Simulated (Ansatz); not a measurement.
# Ta4O: the cost of one run

Program: Ansatz 0.2.0. Level of theory: DFT PBEsol, scalar-relativistic, plane waves, PAW. These are calculated values, not measurements.

4 further runs of the same task are left out: 2 that didn't finish, 2 set aside as unsound or not needed. Runs told in other sessions of the task aren't counted.

## Step 1: Starting point

The structure is tetragonal, space group P4mm (No. 99). Conventional cell: a = 2.953 Å, b = 2.953 Å, c = 23.263 Å, α = 90.00°, β = 90.00°, γ = 90.00°. Around Ta (site symmetry 4mm) lie 8 Ta at 2.95 Å. Ta (site symmetry 4mm) is surrounded by 12 Ta at 2.95 to 3.04 Å. Ta (site symmetry 4mm) is surrounded by 12 Ta at 2.89 to 3.04 Å. Around Ta (site symmetry 4mm) lie 8 Ta at 2.89 to 2.95 Å.

Structure file:

```cif
data_structure
_symmetry_space_group_name_H-M 'P 1'
_symmetry_Int_Tables_number 1
_cell_length_a 2.9526
_cell_length_b 2.9526
_cell_length_c 23.2634
_cell_angle_alpha 90.000
_cell_angle_beta 90.000
_cell_angle_gamma 90.000
_cell_volume 202.81
loop_
_atom_site_label
_atom_site_type_symbol
_atom_site_fract_x
_atom_site_fract_y
_atom_site_fract_z
_atom_site_occupancy
Ta1 Ta 0.50000 0.50000 0.36538 1
Ta2 Ta 0.00000 0.00000 0.45513 1
Ta3 Ta 0.50000 0.50000 0.55011 1
Ta4 Ta 0.00000 0.00000 0.63623 1
```

Miller indices refer to the conventional cell of the relaxed bulk, Fm-3m (No. 225): a = 4.176 Å, b = 4.176 Å, c = 4.176 Å, α = 90.00°, β = 90.00°, γ = 90.00°.

It is a (100) slab, 6.3 Å thick as cut, with 17 Å of vacuum; its outer planes are Ta (top) and Ta (bottom). An earlier relaxation, lower half held, gave -39222.1039 eV, work function 4.53 eV (top face), 4.63 eV (bottom face).

## Step 2: Start: O, top (Ta)

input.yaml reads:

```yaml
crystal:
  lattice:
    - [2.952588334, 0.0, 0.0]
    - [0.0, 2.952588334, 0.0]
    - [0.0, 0.0, 25.2633856992]
  atoms:
    - { symbol: Ta, position: [0.5, 0.5, 0.3364552994] }
    - { symbol: Ta, position: [0.0, 0.0, 0.4190964489] }
    - { symbol: Ta, position: [0.5, 0.5, 0.5065613043] }
    - { symbol: Ta, position: [0.0, 0.0, 0.5858641316] }
    - { symbol: O, position: [0.0, 0.0, 0.679279956] }
basis:
  ecutwfc: 420
kpoints:
  mp_grid: { grid: [10, 10, 1] }
hamiltonian:
  xc: pbesol
scf:
  occupations: { method: gaussian, width: 0.1 }
output:
  forces: true
  eigenvalues: true
  write_density: true
  write_potential: true
  elf: true
  volumetric_format: npy
relax:
  adjacent_minimum: "off"
  f_tol: 0.03
  max_steps: 70
  constraints: [{ sites: [0, 1] }]
efield:
  axis: 3
  dipole_correction: true
  ramp_width: 0.04
```

Launch:

```bash
$ ansatz run input.yaml --threads 2 --pin off --max-ram 5120MiB --backend cpu --events-out ev --progress --plain --runs-dir out
```

What time and memory should one allow on 2 threads of Arm Neoverse V2, shared host?

About 53 s, with a peak of 0.48 GiB.
